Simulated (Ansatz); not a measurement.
**AlClF2 (SMILES [F][Al]([F])[Cl]) at CCSDT(Q)/STO-3G**

Aim: the vertical singlet–triplet gap of AlClF2 at CCSDT(Q)/STO-3G, from 2 runs. 

The calculation is run with Ansatz 0.2.0.

53 further runs of the same task are left out: 4 that didn't finish, 49 set aside as unsound or not needed.

### 1 The structure to begin with

The species is AlClF2 (4 atoms), meant as a singlet with charge 0. SMILES: `[F][Al]([F])[Cl]`. The shape is that of a PBE0-D4/def2-TZVP optimisation.

Bond lengths: F1–Al2 1.631 Å, Al2–F3 1.631 Å, Al2–Cl4 2.061 Å. Angles: F1–Al2–F3 119.0°, F1–Al2–Cl4 120.5°, F3–Al2–Cl4 120.5°.

### 2 The energy at CCSDT(Q)/STO-3G

Input file job.yaml:

```yaml
crystal:
  periodic: [false, false, false]
  atoms:
    - {symbol: F, position_ang: [0.997200, 0.721760, 1.149640]}
    - {symbol: Al, position_ang: [0.069280, -0.050750, 0.053570]}
    - {symbol: F, position_ang: [0.273490, -1.653820, -0.164660]}
    - {symbol: Cl, position_ang: [-1.339980, 0.982810, -1.038560]}
basis:
  gaussian: {orbitals: STO-3G}
correlation: {method: ccsdt_q, frozen_orbitals: {Al: 5, Cl: 5, F: 1}}
accuracy: high
scf: {omitted_lower_state_checks: [cluster_reference, increment]}
```

Launch:

```console
$ ansatz run job.yaml --threads 1 --pin off --max-ram 3480MiB --events-out events.jsonl --progress --plain --runs-dir runs
```

Log, shortened:

```text
Warning: RAYON_NUM_THREADS=1 ignored (pool sized by the plan → 1); use --threads N
Functional definition: HF
  name "HF"
[...]
524 factors; integrals over basis functions are off by at most 2.8e-8 eV
[...]
mean field -24214.02257462 eV, -889.8489167632 hartree, gradient 9.9e-9 eV, S^2 0.000000; 0 other end points of the search recorded, 0 dependent functions left out
12 core orbitals not correlated: weight in the atoms' cores, before any rotation towards them, 1.000 or more for the frozen orbitals, at most 0.000 for the correlated occupied ones
reference -24214.02257462 eV, -889.8489167632 hartree; 12, 12 occupied and 4, 4 virtual orbitals, 524 factors
second order -1.63976743 eV of doubles, -0.00000000 eV of singles
cycle   1  -1.72041626 eV  change   -8.1e-2 eV  update   9.5e-2
[...]
cycle  23  -2.10454811 eV  change   -2.8e-9 eV  update   2.4e-9
perturbative correction -0.01005862 eV, -0.0003696475 hartree
Total energy: -24216.13718135 eV, -889.9266271271 hartree
Checks for a lower state left out: cluster_reference, increment
```

Run time: 0.52 s. Hardware: 1 thread of Arm Neoverse V2, shared host.

### 3 The triplet at the same level

job.yaml: that of step 2 with these lines changed.

```diff
@@ -1 +1,3 @@
+basis:
+  gaussian: {orbitals: STO-3G}
 crystal:
@@ -7,4 +9,3 @@
     - {symbol: Cl, position_ang: [-1.339980, 0.982810, -1.038560]}
-basis:
-  gaussian: {orbitals: STO-3G}
+magnetization: {spin_polarized: true, initial_magnetization: 2}
 correlation: {method: ccsdt_q, frozen_orbitals: {Al: 5, Cl: 5, F: 1}}
```

Launch:

```console
$ ansatz run job.yaml --threads 1 --pin off --max-ram 3480MiB --events-out events.jsonl --progress --plain --runs-dir runs
```

Log, shortened:

```text
Warning: RAYON_NUM_THREADS=1 ignored (pool sized by the plan → 1); use --threads N
[...]
12 core orbitals not correlated: weight in the atoms' cores, before any rotation towards them, 1.000 or more for the frozen orbitals, at most 0.000 for the correlated occupied ones
[...]
cycle 136  -1.67058140 eV  change    3.2e-9 eV  update   5.6e-9
[...]
cycle 172  -1.67058141 eV  change  -2.4e-10 eV  update  4.8e-10
perturbative correction -0.13175243 eV, -0.0048418127 hartree
Total energy: -24207.65744769 eV, -889.6150026631 hartree
Checks for a lower state left out: cluster_reference, increment
```

Wall time 8.1 s (1 thread of Arm Neoverse V2, shared host); peak memory 0.18 GiB.

### 4 What came out

Level: CCSDT(Q)/STO-3G, 12 core orbitals frozen.

```
                                             quantity          value
                                singlet: total energy  -889.92663 Eh
singlet: correlation energy (12 core orbitals frozen)      -77.7 mEh
                               singlet: T1 diagnostic          0.014
                                triplet: total energy  -889.61500 Eh
triplet: correlation energy (12 core orbitals frozen)      -66.2 mEh
           triplet: ⟨S²⟩ of the reference determinant          2.010
                               triplet: T1 diagnostic          0.104
     vertical energy of the triplet above the singlet       8.480 eV
```

What this shows: At this shape the triplet lies 8.48 eV (818 kJ/mol) above the singlet. In a minimal basis such a difference can be off by several eV, whatever the method. The T1 diagnostic (triplet) of 0.104 is above the customary mark for such species, so a single reference may not serve.
